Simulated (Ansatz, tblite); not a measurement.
# The cluster Ge₃O₃: a ladder of methods and basis sets

An exercise on one series of results from a longer session: the logs are not shown, and one member is left open.

Program: Ansatz 0.2.0, Gaussian basis. Level of theory: as each input shows. These are calculated values, not measurements.

Levels to be run: GFN1-xTB, GFN2-xTB, PBE-D4/def2-TZVP, r2SCAN-D4/def2-TZVP, revPBE-D4/def2-TZVP, B2PLYP/def2-TZVP, CAM-B3LYP-D4/def2-TZVP, PBE-D4/def2-SVP, PBE0-D4/def2-SVP, HF/STO-3G, HF/6-31G, B3LYP-D4/6-31G, PBE0-D4/def2-TZVPD, PBE-D4/def2-TZVPD, revPBE-D4/def2-TZVPD, CCSD(T)/def2-SVP, MP2/def2-TZVP, RPA/def2-TZVP.

2 further runs of the same task are left out: 2 set aside as unsound or not needed. Runs told in other sessions of the task aren't counted.

**The relaxed structure**

The singlet was relaxed beforehand with r2SCAN-D4/def2-SVP. At that level it is the lowest of the isomers that a small search found.

6 atoms, charge 0, spin multiplicity 1.

Bond lengths: Ge1–O5 1.802 Å, Ge1–O6 1.802 Å, Ge2–O4 1.802 Å, Ge2–O5 1.802 Å, Ge3–O4 1.802 Å, Ge3–O6 1.803 Å. Angles: O5–Ge1–O6 101.0°, O4–Ge2–O5 101.0°, O4–Ge3–O6 101.0°, Ge2–O4–Ge3 139.0°, Ge1–O5–Ge2 139.0°, Ge1–O6–Ge3 139.0°.

PBE0-D4/def2-TZVP was run before; its log isn't repeated, and its numbers join the tables.

The first run:

Tight binding, by tblite at 300 K electronic temperature and without a spin-polarisation term:

```python
tblite.interface.Calculator('GFN1-xTB', numbers, positions, charge=0, uhf=0).singlepoint()
```

Tight binding, by tblite at 300 K electronic temperature and without a spin-polarisation term:

```python
tblite.interface.Calculator('GFN2-xTB', numbers, positions, charge=0, uhf=0).singlepoint()
```

start.molden holds the orbitals of an earlier run on this state, given as this run's starting guess.

Contents of in.yaml:

```yaml
crystal:
  periodic: [false, false, false]
  atoms:
    - {symbol: Ge, position_ang: [-0.448734, 1.799929, 0.599734]}
    - {symbol: Ge, position_ang: [0.701844, -0.282149, -1.796898]}
    - {symbol: Ge, position_ang: [-0.253712, -1.517778, 1.196761]}
    - {symbol: O, position_ang: [0.380509, -1.481203, -0.489999]}
    - {symbol: O, position_ang: [0.204507, 1.249512, -0.987471]}
    - {symbol: O, position_ang: [-0.584423, 0.231689, 1.477873]}
basis:
  gaussian: {orbitals: def2-TZVP, initial_orbitals: start.molden}
hamiltonian: {xc: pbe, dispersion: d4}
scf: {omitted_lower_state_checks: [starts]}
output: {forces: true, orbitals: {seedname: orbitals}}
```

The run is started by

```bash
> ansatz run in.yaml --threads 4 --pin off --events-out ev --progress --plain --max-ram 4787MiB
```

Among the steps run: PBE-D4/def2-TZVP; r2SCAN-D4/def2-TZVP; revPBE-D4/def2-TZVP; B2PLYP/def2-TZVP; CAM-B3LYP-D4/def2-TZVP; PBE-D4/def2-SVP; PBE0-D4/def2-SVP; HF/STO-3G; HF/6-31G; B3LYP-D4/6-31G; PBE0-D4/def2-TZVPD; PBE-D4/def2-TZVPD; revPBE-D4/def2-TZVPD; CCSD(T)/def2-SVP; MP2/def2-TZVP; RPA/def2-TZVP.

One table of the session follows, with a row left open; its other results are not shown here.

It belongs to the step «Levels side by side». 

```
                 level  HOMO (eV)  gap (eV)
             HF/STO-3G      -5.49     10.71
              HF/6-31G      -9.43     10.33
       PBE-D4/def2-SVP      -6.01      3.22
      PBE-D4/def2-TZVP      -6.07      3.23
     PBE-D4/def2-TZVPD      -6.13      3.23
   revPBE-D4/def2-TZVP          ?         ?
  revPBE-D4/def2-TZVPD      -6.06      3.25
   r2SCAN-D4/def2-TZVP      -6.36      3.55
        B3LYP-D4/6-31G      -6.89      4.56
      PBE0-D4/def2-SVP      -7.11      5.10
     PBE0-D4/def2-TZVP      -7.15      5.11
    PBE0-D4/def2-TZVPD      -7.19      5.10
CAM-B3LYP-D4/def2-TZVP      -8.42      7.42
```

Estimate the missing values for revPBE-D4/def2-TZVP.

As computed: HOMO (eV): -5.99; gap (eV): 3.25. In the column «HOMO (eV)» it lies between PBE-D4/def2-SVP (-6.01) and HF/STO-3G (-5.49).
